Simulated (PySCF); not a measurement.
# [InF4]-: geometry, NMR shifts and electronic excitations

Wanted: the NMR shifts and electronic excitations of [InF4]- (`[F][In-]([F])([F])[F]`), by calculation.

Computed with PySCF 2.14.0, with density-fitted response routines of our own, on a single molecule in the gas phase. Atoms are numbered from 0 throughout.

### Step 1. Starting geometry

5 atoms, charge -1, multiplicity 1; geometry from: GFN2-xTB.

Bonds of the start (Å): In0–F1 2.00, In0–F2 2.00, In0–F3 2.00, In0–F4 2.00.

### Step 2. Optimising the geometry at PBE0-D3(BJ)/def2-SVP

Job settings and geometry (Å):

```
{"job": {"xc": "PBE0", "basis": "def2-SVP", "d3": "d3bj", "grid": 1, "maxiter": 40, "kind": "geom"}, "charge": -1, "multiplicity": 1}
In     0.000130     0.000030    -0.000230
F      0.011710    -0.018510     1.997580
F      1.879690     0.010550    -0.674860
F     -0.949890     1.634030    -0.646770
F     -0.941640    -1.626110    -0.675720
```

The log of the run:

```text
step   0  E = -589.00920837  max force = 0.004484
step   1  E = -589.00935890  max force = 0.001992
step   2  E = -589.00940260  max force = 0.000209
step   3  E = -589.00942032  max force = 0.000224
step   4  E = -589.00925912  max force = 0.005214
step   5  E = -589.00972752  max force = 0.002005
step   6  E = -589.00973329  max force = 0.000718
step   7  E = -589.00970821  max force = 0.000291
step   8  E = -589.00973523  max force = 0.000347
optimisation converged
```

Wall time 27 s (1 thread, shared host).

The steps of the relaxation: (the energy doesn't fall at every step)

| step | energy from step 0 (eV) | largest force component (eV/Å) |
| --- | --- | --- |
| 0 | 0.0000 | 0.2306 |
| 1 | -0.0041 | 0.1024 |
| 2 | -0.0053 | 0.0107 |
| 3 | -0.0058 | 0.0115 |
| 4 | -0.0014 | 0.2681 |
| 5 | -0.0141 | 0.1031 |
| 6 | -0.0143 | 0.0369 |
| 7 | -0.0136 | 0.0150 |
| 8 | -0.0143 | 0.0178 |

Close pairs (by a distance rule), those that changed most:

| bond | before (Å) | after (Å) | change (Å) |
| --- | --- | --- | --- |
| In0–F3 | 1.998 | 1.987 | -0.010 |
| In0–F1 | 1.998 | 1.988 | -0.010 |
| In0–F2 | 1.997 | 1.987 | -0.010 |
| In0–F4 | 1.997 | 1.988 | -0.009 |

The final coordinates are the input of the step that follows.

| at the end point | value |
| --- | --- |
| point group (found at 0.08 Å tolerance) | Td |
| rotational constants (GHz, main isotopes) | 2.540, 2.525, 2.511 |

### Step 3. Nuclear shieldings: PBE0/def2-TZVP+pcSseg-1

Job settings and geometry (Å):

```
{"job": {"kind": "nmr", "xc": "PBE0", "basis": {"default": "pcSseg-1", "In": "def2-TZVP"}}, "charge": -1, "multiplicity": 1}
In    -0.002615    -0.001170     0.003702
F     -0.163984    -0.064209     1.984391
F      1.914764     0.000763    -0.518997
F     -0.863940     1.657072    -0.672357
F     -0.884225    -1.592465    -0.796740
```

Level: GIAO PBE0/pcSseg-1 In:def2-TZVP NMR shielding, scalar relativity only through core potentials, gas phase.

The log of the run:

```text
coarse grid: 29288 points
cycle   1  E = -588.7441151297  dE = -3.253e+01  |g| = 1.868e+00  |ddm| = 4.679e+01
cycle   2  E = -588.8831765770  dE = -1.391e-01  |g| = 1.882e+00  |ddm| = 5.499e+00
cycle   3  E = -589.3454698408  dE = -4.623e-01  |g| = 4.860e-02  |ddm| = 1.829e+00
cycle   4  E = -589.3458449436  dE = -3.751e-04  |g| = 1.801e-02  |ddm| = 5.272e-02
cycle   5  E = -589.3458725813  dE = -2.764e-05  |g| = 1.023e-02  |ddm| = 1.405e-02
cycle   6  E = -589.3458885918  dE = -1.601e-05  |g| = 1.202e-03  |ddm| = 9.778e-03
cycle   7  E = -589.3458888396  dE = -2.479e-07  |g| = 3.150e-04  |ddm| = 1.020e-03
final grid: 60464 points
cycle   8  E = -589.3457531761  dE = -5.057e-07  |g| = 5.549e-04  |ddm| = 1.149e-03
cycle   9  E = -589.3457530974  dE =  7.873e-08  |g| = 9.213e-04  |ddm| = 8.859e-04
cycle  10  E = -589.3457532228  dE = -1.254e-07  |g| = 3.052e-05  |ddm| = 5.432e-04
cycle  11  E = -589.3457532228  dE = -4.752e-11  |g| = 2.442e-05  |ddm| = 3.295e-05
converged SCF energy = -589.3457532228

GIAO shielding tensors (ppm)
atom      isotropic    diamagn.    paramagn.     s11        s22        s33       span
  0 In         nan         nan         nan        nan        nan        nan        nan
  1 F      403.112     474.890     -71.778    370.429    370.868    468.038     97.610
  2 F      402.781     474.932     -72.151    369.786    370.573    467.983     98.196
  3 F      402.969     474.919     -71.949    370.195    370.730    467.984     97.789
  4 F      403.009     474.909     -71.900    370.064    370.968    467.997     97.933
```

It took 7.1 s on 1 thread, shared host.

The references, computed at this level on geometries of the same kind, shield at (ppm): 19F CFCl3 177.2. Their shielding less the atom's gives the shift. The references are single molecules in the gas phase, so shifts against H2O, NH3, PH3, H3PO4 or CFCl3 are not on the usual liquid scales and can be off by tens of ppm. Atoms listed in one row are averaged.

| atoms | environment | σ (ppm) | δ (ppm) |
| --- | --- | --- | --- |
| F1, F2, F3, F4 | fluorine bonded to In | 403.0 | -225.7 |

Atoms past Kr carry core potentials, so their printed shieldings have no meaning and are left out of the table.

The run also stored atomic charges by several schemes (e):

| atoms | Mulliken | ESP fit |
| --- | --- | --- |
| In0 | 1.11 | 1.22 |
| F1, F2, F3, F4 | -0.53 | -0.55 |

Mayer bond orders: In0–F1 0.80, In0–F2 0.80, In0–F3 0.80, In0–F4 0.80.

With diffuse functions Mulliken charges and Mayer bond orders lose their meaning; the other schemes are steadier.

### Step 4. TDDFT and polarisability: B3LYP/def2-SVPD

Job settings and geometry (Å):

```
{"job": {"kind": "uv", "xc": "B3LYP", "basis": "def2-SVPD", "ip": false, "nstates": 10}, "charge": -1, "multiplicity": 1}
In    -0.002615    -0.001170     0.003702
F     -0.163984    -0.064209     1.984391
F      1.914764     0.000763    -0.518997
F     -0.863940     1.657072    -0.672357
F     -0.884225    -1.592465    -0.796740
```

Method: TDDFT B3LYP/def2-SVPD, vertical, gas phase, core orbitals frozen in the response.

The log of the run:

```text
coarse grid: 29288 points
cycle   1  E = -588.8865985439  dE = -2.123e+01  |g| = 1.850e+00  |ddm| = 1.244e+01
cycle   2  E = -589.1367518118  dE = -2.502e-01  |g| = 1.566e+00  |ddm| = 4.905e+00
cycle   3  E = -589.5244260106  dE = -3.877e-01  |g| = 1.263e-01  |ddm| = 1.623e+00
cycle   4  E = -589.5229259861  dE =  1.500e-03  |g| = 1.597e-01  |ddm| = 1.683e-01
cycle   5  E = -589.5271655096  dE = -4.240e-03  |g| = 3.462e-03  |ddm| = 1.119e-01
cycle   6  E = -589.5271682684  dE = -2.759e-06  |g| = 1.275e-03  |ddm| = 5.210e-03
final grid: 60464 points
cycle   7  E = -589.5269469178  dE = -1.639e-08  |g| = 2.004e-03  |ddm| = 2.920e-03
cycle   8  E = -589.5269450099  dE =  1.908e-06  |g| = 3.914e-03  |ddm| = 3.782e-03
cycle   9  E = -589.5269475969  dE = -2.587e-06  |g| = 9.958e-05  |ddm| = 2.509e-03
cycle  10  E = -589.5269475986  dE = -1.656e-09  |g| = 3.313e-05  |ddm| = 1.139e-04
cycle  11  E = -589.5269475987  dE = -1.651e-10  |g| = 1.059e-05  |ddm| = 3.040e-05
converged SCF energy = -589.5269475987

Static polarisability (au): isotropic 38.583, principal 38.476 38.582 38.693

Singlet excitations
state   eV       nm        f      main configurations
  1   6.5394    189.6   0.00010   H-3->L 0.95
  2   6.5444    189.5   0.00009   H-4->L 0.97
  3   6.5478    189.4   0.00006   H-5->L 0.96
  4   6.6705    185.9   0.00001   H-6->L 0.98
  5   6.6735    185.8   0.00002   H-7->L 0.98
  6   6.7179    184.6   0.12389   H->L 0.91
  7   6.7210    184.5   0.12368   H-1->L 0.92
  8   6.7246    184.4   0.12368   H-2->L 0.91
  9   7.8264    158.4   0.04058   H-8->L 0.91
 10   7.8354    158.2   0.04320   H-9->L 0.91

Triplet excitations (Tamm-Dancoff, eV): 6.1685 6.1722 6.1762 6.2759
```

Wall time 11 s (1 thread, shared host).

The orbitals next to the gap, with their largest atomic shares:

| orbital | eV | atoms |
| --- | --- | --- |
| HOMO−3 | -5.50 | F4 32 %, F3 32 %, F2 31 % |
| HOMO−2 | -5.45 | F2 27 %, F3 26 %, F1 22 % |
| HOMO−1 | -5.45 | F2 29 %, F4 23 %, F3 22 % |
| HOMO | -5.45 | F2 29 %, F3 25 %, F4 24 % |
| LUMO | 2.28 | In0 60 %, F1 10 %, F4 10 % |
| LUMO+1 | 4.58 | In0 70 %, F1 8 %, F4 8 % |
| LUMO+2 | 4.95 | In0 57 %, F2 13 %, F4 11 % |

With each of the 10 states as a Gaussian band of 0.4 eV half-width at 1/e, the curve within the window shown has maxima at 184 nm (ε 15,000), 158 nm (ε 3,400) L/(mol cm). Beyond the last state computed it falls off for lack of states. The curve at chosen wavelengths:

(nm, ε (L/mol/cm)): (152, 1901), (154, 2649), (156, 3203), (159, 3347), (161, 2998), (163, 2481), (165, 2035), (168, 2011), (170, 2690), (172, 4034), (174, 6000), (177, 9647), (179, 12022), (181, 13879), (183, 14899), (186, 14593), (188, 13303), (190, 11439), (192, 9313), (195, 6220), (197, 4482), (199, 3092), (201, 2048), (204, 1028), (206, 622), (208, 364)

Further results of this job:

| property | computed |
| --- | --- |
| polarisability (Å³) | 5.72 |
| HOMO–LUMO gap (eV) | 7.72 |
| −ε(HOMO) (eV) | 5.45 |

### Step 5. Nuclear shieldings: KT2/def2-TZVP+pcSseg-1

Job settings and geometry (Å):

```
{"job": {"kind": "nmr", "xc": "KT2", "basis": {"default": "pcSseg-1", "In": "def2-TZVP"}, "pop": false}, "charge": -1, "multiplicity": 1}
In    -0.002615    -0.001170     0.003702
F     -0.163984    -0.064209     1.984391
F      1.914764     0.000763    -0.518997
F     -0.863940     1.657072    -0.672357
F     -0.884225    -1.592465    -0.796740
```

Level: GIAO KT2/pcSseg-1 In:def2-TZVP NMR shielding, scalar relativity only through core potentials, gas phase.

The log of the run:

```text
coarse grid: 29288 points
cycle   1  E = -595.1692628645  dE = -3.203e+01  |g| = 2.083e+00  |ddm| = 4.540e+01
cycle   2  E = -594.9021986214  dE =  2.671e-01  |g| = 2.737e+00  |ddm| = 6.967e+00
cycle   3  E = -595.9319102758  dE = -1.030e+00  |g| = 6.970e-02  |ddm| = 2.609e+00
cycle   4  E = -595.9322687317  dE = -3.585e-04  |g| = 5.935e-02  |ddm| = 1.793e-01
cycle   5  E = -595.9327639375  dE = -4.952e-04  |g| = 3.586e-02  |ddm| = 9.363e-02
cycle   6  E = -595.9329480270  dE = -1.841e-04  |g| = 3.772e-03  |ddm| = 2.947e-02
cycle   7  E = -595.9329488788  dE = -8.518e-07  |g| = 2.989e-03  |ddm| = 3.674e-03
final grid: 60464 points
cycle   8  E = -595.9326898166  dE =  6.337e-06  |g| = 7.598e-03  |ddm| = 7.075e-03
cycle   9  E = -595.9326380022  dE =  5.181e-05  |g| = 1.916e-02  |ddm| = 1.718e-02
cycle  10  E = -595.9326994556  dE = -6.145e-05  |g| = 2.438e-04  |ddm| = 1.232e-02
cycle  11  E = -595.9326994617  dE = -6.069e-09  |g| = 1.372e-04  |ddm| = 2.687e-04
cycle  12  E = -595.9326994647  dE = -2.989e-09  |g| = 1.088e-05  |ddm| = 1.201e-04
cycle  13  E = -595.9326994647  dE = -1.364e-12  |g| = 1.065e-05  |ddm| = 1.577e-05
converged SCF energy = -595.9326994647

GIAO shielding tensors (ppm)
atom      isotropic    diamagn.    paramagn.     s11        s22        s33       span
  0 In         nan         nan         nan        nan        nan        nan        nan
  1 F      369.660     476.107    -106.447    322.873    323.361    462.747    139.874
  2 F      369.470     476.150    -106.681    322.413    323.283    462.713    140.299
  3 F      369.631     476.139    -106.507    322.799    323.393    462.702    139.904
  4 F      369.626     476.128    -106.501    322.588    323.584    462.707    140.119
```

Wall time 10 s (1 thread, shared host).

In short: δ F1 -231.0 ppm (means over like atoms).

### Step 6. Run by run: NMR shifts

Shifts (ppm), means over like atoms, with basis size and wall time:

| run | F1 | functions | time |
| --- | --- | --- | --- |
| PBE0/def2-TZVP+pcSseg-1 | -225.7 | 118 | 7.1 s |
| KT2/def2-TZVP+pcSseg-1 | -231.0 | 118 | 10 s |

### Step 7. Outcome

| quantity | value |
| --- | --- |
| rotational constants (main isotopes) | 2.54, 2.52, 2.51 GHz |
| 19F shifts against CFCl3 (PBE0/def2-TZVP+pcSseg-1, means over atoms taken as alike) | -225.7 ppm |
| lowest singlet (B3LYP/def2-SVPD) | 6.54 eV (190 nm), f = 0.000 |
| brightest single state of those computed | state 6, 6.72 eV, f = 0.124 |
| lowest triplet | 6.17 eV |
| range of the shift of F1 | -231.0 to -225.7 ppm |

In words: Over 8 steps the energy fell by 0.014 eV; of the close pairs, In0–F3 changed most, 1.998 to 1.987 Å. The first singlet state (HOMO−3→LUMO 0.95) lies at 6.54 eV and is dark; of the 10 states computed, the strongest absorption comes from states 6 to 8 together at 6.72 eV. The lowest triplet lies 0.37 eV below the lowest singlet (triplets in Tamm-Dancoff, singlets in full TDDFT). Spin-orbit coupling, left out, mixes singlets and triplets in elements this heavy. The lowest singlet lies above −ε(HOMO); no detachment energy was computed, so the anion's states may not be bound. The shift of F1 (with its like atoms) runs from -231.0 (KT2/def2-TZVP+pcSseg-1) to -225.7 ppm (PBE0/def2-TZVP+pcSseg-1). Spin-orbit coupling is left out, which matters for shieldings and couplings at and beside the heavy atoms.
